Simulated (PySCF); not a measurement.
# EuH24N8 (Eu(NH3)83+): the cost of one run

Program: PySCF 2.14.0. Level of theory: BP86, Eu lcecp-1-SVP with ECP52, N def2-SVP, H def2-SVP; scalar-relativistic core potentials, no spin–orbit coupling. These are calculated values, not measurements.

1 further run of the same task is left out (for a known fault of the program). Runs told in other sessions of the task aren't counted.

## Step 1: Where the work starts

33 atoms, charge 3, spin multiplicity 1.

Bond lengths: Eu1–N2 2.585 Å, Eu1–N6 2.585 Å, Eu1–N10 2.585 Å, Eu1–N14 2.585 Å, Eu1–N18 2.585 Å, Eu1–N22 2.585 Å, Eu1–N26 2.585 Å, Eu1–N30 2.585 Å, N2–H3 1.020 Å, N2–H4 1.020 Å, N2–H5 1.020 Å, N6–H7 1.020 Å, N6–H8 1.020 Å, N6–H9 1.020 Å, N10–H11 1.020 Å, N10–H12 1.020 Å, N10–H13 1.020 Å, N14–H15 1.020 Å and more. Angles: N2–Eu1–N6 74.6°, N2–Eu1–N10 118.0°, N2–Eu1–N14 74.6°, N2–Eu1–N18 75.2°, N2–Eu1–N22 141.7°, N2–Eu1–N26 141.7°, N2–Eu1–N30 75.2°, N6–Eu1–N10 74.6°, N6–Eu1–N14 118.0°, N6–Eu1–N18 75.2°, N6–Eu1–N22 75.2°, N6–Eu1–N26 141.7°, N6–Eu1–N30 141.7°, N10–Eu1–N14 74.6°, N10–Eu1–N18 141.7°, N10–Eu1–N22 75.2°, N10–Eu1–N26 75.2°, N10–Eu1–N30 141.7° and more.

Geometry (Å):

```xyz
33
charge 3, multiplicity 1
Eu    0.0000    0.0000    0.0000
N     2.2161    0.0000    1.3308
H     2.1386   -0.4696    2.2330
H     2.9760   -0.4696    0.8384
H     2.5573    0.9392    1.5357
N     0.0000    2.2161    1.3308
H     0.4696    2.1386    2.2330
H     0.4696    2.9760    0.8384
H    -0.9392    2.5573    1.5357
N    -2.2161    0.0000    1.3308
H    -2.1386    0.4696    2.2330
H    -2.9760    0.4696    0.8384
H    -2.5573   -0.9392    1.5357
N     0.0000   -2.2161    1.3308
H    -0.4696   -2.1386    2.2330
H    -0.4696   -2.9760    0.8384
H     0.9392   -2.5573    1.5357
N     1.5670    1.5670   -1.3308
H     2.4364    1.7723   -0.8384
H     1.8442    1.1801   -2.2330
H     1.1442    2.4724   -1.5357
N    -1.5670    1.5670   -1.3308
H    -1.7723    2.4364   -0.8384
H    -1.1801    1.8442   -2.2330
H    -2.4724    1.1442   -1.5357
N    -1.5670   -1.5670   -1.3308
H    -2.4364   -1.7723   -0.8384
H    -1.8442   -1.1801   -2.2330
H    -1.1442   -2.4724   -1.5357
N     1.5670   -1.5670   -1.3308
H     1.7723   -2.4364   -0.8384
H     1.1801   -1.8442   -2.2330
H     2.4724   -1.1442   -1.5357
```

Formal oxidation states: Eu +3. Each metal's 6 4f electrons lie in its core potential, so multiplicities, spins and levels count the valence alone.

## Step 2: SCF at the start, singlet

File run.py (the lines that set the calculation):

```python
mol = gto.M(atom='''
Eu     0.00000     0.00000     0.00000
N      2.21610     0.00000     1.33080
H      2.13860    -0.46960     2.23300
H      2.97600    -0.46960     0.83840
H      2.55730     0.93920     1.53570
N      0.00000     2.21610     1.33080
H      0.46960     2.13860     2.23300
H      0.46960     2.97600     0.83840
H     -0.93920     2.55730     1.53570
N     -2.21610     0.00000     1.33080
H     -2.13860     0.46960     2.23300
H     -2.97600     0.46960     0.83840
H     -2.55730    -0.93920     1.53570
N      0.00000    -2.21610     1.33080
H     -0.46960    -2.13860     2.23300
H     -0.46960    -2.97600     0.83840
H      0.93920    -2.55730     1.53570
N      1.56700     1.56700    -1.33080
H      2.43640     1.77230    -0.83840
H      1.84420     1.18010    -2.23300
H      1.14420     2.47240    -1.53570
N     -1.56700     1.56700    -1.33080
H     -1.77230     2.43640    -0.83840
H     -1.18010     1.84420    -2.23300
H     -2.47240     1.14420    -1.53570
N     -1.56700    -1.56700    -1.33080
H     -2.43640    -1.77230    -0.83840
H     -1.84420    -1.18010    -2.23300
H     -1.14420    -2.47240    -1.53570
N      1.56700    -1.56700    -1.33080
H      1.77230    -2.43640    -0.83840
H      1.18010    -1.84420    -2.23300
H      2.47240    -1.14420    -1.53570''',
    basis={'Eu': 'lcecp-1-SVP', 'N': 'def2-SVP', 'H': 'def2-SVP'},
    ecp={'Eu': 'lcecp-1-SVP'},
    charge=3, spin=0)
mf = dft.RKS(mol, xc='B88,P86')
mf.grids.atom_grid = (50, 194)  # f atoms: unpruned, at least (60, 302)
mf = mf.density_fit()  # fitting sets: Eu AutoAux, N def2-universal-JKFIT, H def2-universal-JKFIT
mf.conv_tol = 1e-08; mf.max_cycle = 55
mf.kernel(dm0)  # dm0: free metal ions and neutral atoms
```

The run is started by

```
OMP_NUM_THREADS=8 python run.py
```

What time and memory should one allow on 8 threads of Arm Neoverse V1, shared host?

About 17 s, with a peak of 2.3 GiB.
